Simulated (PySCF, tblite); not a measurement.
**C₇H₁₄SSi: geometry, infrared bands and NMR shifts**

Wanted: the infrared bands and NMR shifts of C₇H₁₄SSi (`CC#CCC[SiH2]SCC`), by calculation.

Programs: tblite 0.8.0 and PySCF 2.14.0, with density-fitted response routines of our own. Each step states its level of theory. These are calculated values for one molecule in the gas phase, unless marked as measured. Atoms are numbered from 0 throughout.

## 1. Starting geometry

23 atoms, charge 0, multiplicity 1; geometry from: force field or distance geometry start.

Bonds of the start (Å): C0–C1 1.45, C1–C2 1.23, C2–C3 1.45, C3–C4 1.51, C4–Si5 1.87, Si5–S6 2.15, S6–C7 1.84, C7–C8 1.53, C0–H9 1.12, C0–H10 1.11, C0–H11 1.10, C3–H12 1.11, C3–H13 1.13, C4–H14 1.09, C4–H15 1.13, Si5–H16 1.47, Si5–H17 1.47, C7–H18 1.09, C7–H19 1.10, C8–H20 1.09, C8–H21 1.10, C8–H22 1.13.

## 2. Relaxing the molecule with GFN2-xTB

What the job is given:

```
{"job": {"kind": "relax", "xc": "GFN2-xTB", "basis": "xTB"}, "charge": 0, "multiplicity": 1}
C     -5.479900    -0.007900    -0.403200
C     -4.109100    -0.096000     0.067500
C     -2.951400    -0.193400     0.465100
C     -1.585600    -0.279700     0.939900
C     -0.626500     0.132500    -0.151200
Si     1.142900     0.014400     0.448200
S      2.347500     1.133100    -0.936900
C      3.858100     0.123700    -1.199500
C      4.571600     0.119900     0.152500
H     -5.996000     0.920600    -0.056300
H     -6.022700    -0.850300     0.085600
H     -5.531800    -0.040600    -1.499000
H     -1.383700    -1.293900     1.332200
H     -1.396800     0.464900     1.764800
H     -0.768400    -0.390200    -1.095800
H     -0.824200     1.241700    -0.276600
H      1.209400     0.618500     1.791900
H      1.479800    -1.419300     0.462200
H      4.463800     0.600400    -1.969000
H      3.503200    -0.889700    -1.426300
H      5.610700     0.439200     0.056400
H      4.432000    -0.877900     0.602100
H      4.052500     0.830100     0.855300
```

Started as:

```console
$ OMP_NUM_THREADS=1 python probes_run.py task.json out
```

This one command runs all jobs of the session in turn.

**Question.** This job is followed by: GFN2-xTB harmonic vibrations, gas phase; GIAO PBE0/pcSseg-1 NMR shielding, non-relativistic, gas phase. Predict these results of the whole session: strongest single infrared mode (GFN2-xTB); zero-point energy (GFN2-xTB); 13C shifts against TMS (PBE0/pcSseg-1); 1H shifts against TMS (PBE0/pcSseg-1, means over atoms taken as alike); 29Si shifts against TMS (PBE0/pcSseg-1); 33S shifts against CS2 (PBE0/pcSseg-1).

**Answer**, as computed:

```
                                                              quantity                                        value
                             strongest single infrared mode (GFN2-xTB)                         716 cm⁻¹, 366 km/mol
                                          zero-point energy (GFN2-xTB)                               116.0 kcal/mol
                                13C shifts against TMS (PBE0/pcSseg-1)  86.8, 82.9, 31.1, 20.8, 16.7, 15.8, 4.8 ppm
1H shifts against TMS (PBE0/pcSseg-1, means over atoms taken as alike)       4.73, 2.58, 2.20, 1.97, 1.30, 1.28 ppm
                               29Si shifts against TMS (PBE0/pcSseg-1)                                    -19.5 ppm
                                33S shifts against CS2 (PBE0/pcSseg-1)                                     -151 ppm
```

The optimisation took 155 steps and gained 0.623 eV; among the close pairs (by a distance rule), C4–H15 changed most, from 1.134 to 1.092 Å. No mode is imaginary among the 63: a minimum at this level. The strongest single mode, at 716 cm⁻¹, moves mainly H17 and H16. GFN2-xTB is a fitted tight-binding method: band positions and strengths are rough. Its intensities can rank the bands wrongly. At PBE0/pcSseg-1: The widest tensor belongs to S6: span 390 ppm, with a paramagnetic part of -407 ppm.
